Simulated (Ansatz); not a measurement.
Predict the output of the script below (the Ansatz DFT code, driven from Python).

Contents of `c3h4alf.xyz`:
```text
9

C    -2.05340    0.14360   -0.09050
C    -0.59630    0.02690   -0.03180
C     0.60410   -0.06920    0.01660
Al    2.53650   -0.22370    0.09450
F     3.56170    1.25350   -0.00560
H    -2.34630    1.20240    0.06490
H    -2.50720   -0.48570    0.70250
H    -2.41210   -0.19720   -1.08350
H     3.21310   -1.65060    0.33280
```

Script `c3h4alf.py`:
```python
from pathlib import Path
import warnings

import ansatz
import numpy as np

BASIS_SET = "cc-pVDZ"

warnings.simplefilter("ignore", ansatz.DeckWarning)

mol = ansatz.Crystal.molecule_from_extxyz("c3h4alf.xyz")

setup = mol.calculation().basis(gaussian=BASIS_SET)

print("functional    E (Ha)        dipole (D)   HOMO (eV)  LUMO (eV)")
for name in ["hf", "blyp", "lc_wpbe", "pbe", "cam_b3lyp"]:
    summary = setup.functional(name).forces().orbitals().run(runs_dir="runs").report
    lines = Path(summary["orbitals_path"]).read_text().splitlines()
    field_of = lambda key: [line.split("=")[1].strip() for line in lines if line.startswith(key)]
    orbitals = [(27.211386 * float(e), s, float(n)) for e, s, n in zip(field_of("Ene="), field_of("Spin="), field_of("Occup="))]
    homo = max(e for e, _, n in orbitals if n > 0.5)
    lumo = min(e for e, _, n in orbitals if n < 0.5)
    dipole = 4.803205 * np.linalg.norm(summary["charge_distribution"]["dipole_moment_e_ang"])
    print(f"{name:10s} {summary['free_energy_ev'] / 27.211386246:14.6f} {dipole:9.3f} {homo:11.3f} {lumo:10.3f}")
```

Output of `python c3h4alf.py`:
```text
functional    E (Ha)        dipole (D)   HOMO (eV)  LUMO (eV)
hf            -457.324057     3.309     -10.538      1.315
blyp          -458.953423     2.963      -6.367     -2.053
lc_wpbe       -458.783142     2.937     -10.576      0.599
pbe           -458.620008     3.027      -6.580     -2.196
cam_b3lyp     -458.922782     3.002      -9.107     -0.481
```

Notes:
- Total energies depend on the basis set; only differences at equal settings carry meaning.
- The geometry is a force-field or estimated start, not a minimum of this method, and the basis set is short of its limit. A lower total doesn't mark the better method: functionals have no common bound, and MP2 and coupled cluster aren't variational.
- Levels such as HOMO and LUMO are orbital energies: with these approximate functionals they aren't the ionisation energy and electron affinity, and their gap isn't the fundamental gap.
- For Al to Cl the sets with a tight d function, cc-pV(X+d)Z, are usual.
- Run time: 12 s on 1 thread of Intel(R) Xeon(R) 6975P-C (Granite Rapids), on a shared host, peak memory 0.27 GiB.

(Lines on the test bed's own set-up are left out of the output.)
